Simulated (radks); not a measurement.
**Sc⁴⁺ in [Ne] 3s2 3p5: an all-electron calculation**

An exercise on one series of results from a longer session: the logs are not shown, and one member is left open.

The numbers are computed with radks (a radial shooting solver on a logarithmic mesh, Libxc functionals) version 1 (scalar-relativistic Kohn-Sham, PBEsol, spin-polarised, spherical densities, point nucleus; open shells are filled with parallel spins first), except any that are marked as measured or tabulated.

### The system

| Quantity | Value |
| --- | --- |
| element | scandium (Z = 21) |
| charge | +4 |
| electrons | 17 |
| configuration | [Ne] 3s2 3p5 |

Outer shells as boxes (Hund's rule):

Sc⁴⁺
```
[Ne] core
3s [↑↓]
3p [↑↓][↑↓][↑ ]
```

Set-up of the first run:

Input:

```text
Z 21
configuration [Ne] 3s2 3p5 4s0 3d0 4p0 4f0
relativity scalar-relativistic
functional pbe_sol,pbe_sol
spin polarised
nucleus point
c 137.035999084
```

Command:

```console
> python run_ks.py task.json out
```

All runs below come from this command, one after another.

One of the session's tables, all rows but one given; the rest of the session is left out.

It belongs to the step «Radial structure». Radial moments (bohr):

| level | <r> | outermost maximum (interpolated) | 90 % within | nodes |
| --- | --- | --- | --- | --- |
| 1s up | 0.07311 | 0.0478 | 0.131 | 0 |
| 1s down | 0.07310 | 0.0478 | 0.131 | 0 |
| 2s up | 0.3436 | 0.284 | 0.534 | 1 |
| 2s down | 0.3435 | 0.284 | 0.534 | 1 |
| 2p up | 0.3075 | 0.232 | 0.506 | 0 |
| 2p down | 0.3075 | 0.232 | 0.506 | 0 |
| 3s up | 1.031 | 0.910 | 1.53 | 2 |
| 3s down | 1.034 | 0.911 | 1.53 | 2 |
| 3p up | 1.087 | 0.939 | 1.65 | 1 |
| 3p down | 1.091 | 0.940 | 1.65 | 1 |
| 3d up | 1.210 | 0.945 | 1.94 | 0 |
| 3d down | 1.221 | 0.948 | 1.97 | 0 |
| 4s up | ? | ? | ? | ? |
| 4s down | 2.489 | 2.33 | 3.56 | 3 |

**Question.** Estimate the row for 4s up.

**Answer.** <r>: 2.471; outermost maximum (interpolated): 2.31; 90 % within: 3.53; nodes: 3. In the column «<r>» it lies between 3d down (1.221) and 4s down (2.489).

Limits of these values: Open shells are spherical and high-spin; term and fine-structure splittings are not resolved.
